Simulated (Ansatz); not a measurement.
# HSe+ (singlet): from Hartree-Fock to the top rungs at distance Se1–H2 = 1.200 Å, aug-cc-pVDZ

The task here is to estimate one member of a computed series from the others.

Method: aug-cc-pVDZ, core rule «outside noble gas», up to 14 orbitals frozen; program: Ansatz 0.2.0, Gaussian basis.

The runs, in order: UHF; CCSD(T) on RHF; CCSD(T) on UHF; BCCD(T) on RHF; CISD; CCSDT(Q) on RHF; CCSDT(Q) on UHF; CASSCF and MRCISD+Q, 2 electrons in 2 orbitals; CASSCF and NEVPT2, 2 electrons in 2 orbitals; CASSCF and MRCISD+Q, 6 electrons in 5 orbitals; CASSCF and NEVPT2, 6 electrons in 5 orbitals; Full CI.

19 further runs of the same task are left out: 1 for a mislabelled method, 14 that didn't finish, 4 set aside as unsound or not needed.

### The geometry

The geometry derives from a PBE0/def2-TZVP stationary point (not a proven minimum). One bond is set to the value named and the two fragments are kept rigid. No spin-orbit coupling is included. The filled d shell of Se may be among the frozen orbitals whatever the setting's name suggests; the logs give the count.

2 atoms, charge 1, spin multiplicity 1.

Atoms are counted from 1 here; the program's logs count them from 0.

Bond lengths: Se1–H2 1.200 Å.

Set-up of the first run:

File in.yaml:

```yaml
crystal:
  periodic: [false, false, false]
  atoms:
    - {symbol: Se, position_ang: [0.000000, 0.000000, 0.000000]}
    - {symbol: H, position_ang: [0.000000, 0.000000, 1.200000]}
basis:
  gaussian: {orbitals: aug-cc-pVDZ}
total_charge: 1
magnetization: {spin_polarized: true, initial_magnetization: 0}
hamiltonian: {xc: hf}
output: {orbitals: {seedname: orbitals}}
```

The run is started by

```sh
ansatz run in.yaml --threads 1 --pin off --events-out ev --progress --plain --max-ram 2393MiB
```

Steps of the session up to this table: UHF; CCSD(T) on RHF; CCSD(T) on UHF; BCCD(T) on RHF; CISD; CCSDT(Q) on RHF; CCSDT(Q) on UHF; CASSCF and MRCISD+Q, 2 electrons in 2 orbitals; CASSCF and NEVPT2, 2 electrons in 2 orbitals; CASSCF and MRCISD+Q, 6 electrons in 5 orbitals; CASSCF and NEVPT2, 6 electrons in 5 orbitals; Full CI.

One of the session's tables, all rows but one given; the rest of the session is left out.

It belongs to the step «Misses and costs». 

| method | from FCI (meV) |
| --- | --- |
| RHF | +3598.2 |
| RMP2 | +1153.9 |
| CISD | ? |
| RCCSD | +332.3 |
| RCCSD(T) | +163.5 |
| BCCD(T) | +167.4 |
| RCCSDT | +5.7 |
| RCCSDT(Q) | -3.0 |
| CASSCF pair | +2904.7 |
| NEVPT2 pair | +497.8 |
| MRCISD pair | +127.7 |
| MRCISD+Q pair | -25.1 |
| CASSCF valence | +2568.2 |
| NEVPT2 valence | +606.6 |
| MRCISD valence | +98.0 |
| MRCISD+Q valence | -24.0 |
| FCI | 0 |

**Question.** Estimate the row for CISD.

As computed: from FCI (meV): +529.9. In the column «from FCI (meV)» it lies between NEVPT2 pair (+497.8) and NEVPT2 valence (+606.6).

Left out of the table: UHF, UMP2, UCCSD, UCCSD(T), UCCSDT, UCCSDT(Q) (another determinant or state than the rows shown).

To keep in mind: The report flags that the cluster equations may have other roots. The program flags RCCSDT(Q) as in doubt, so those rows may rest on another solution; read them beside their warnings. RCCSDT(Q), MRCISD+Q pair, MRCISD+Q valence fall below full CI, which methods that aren't variational can do.
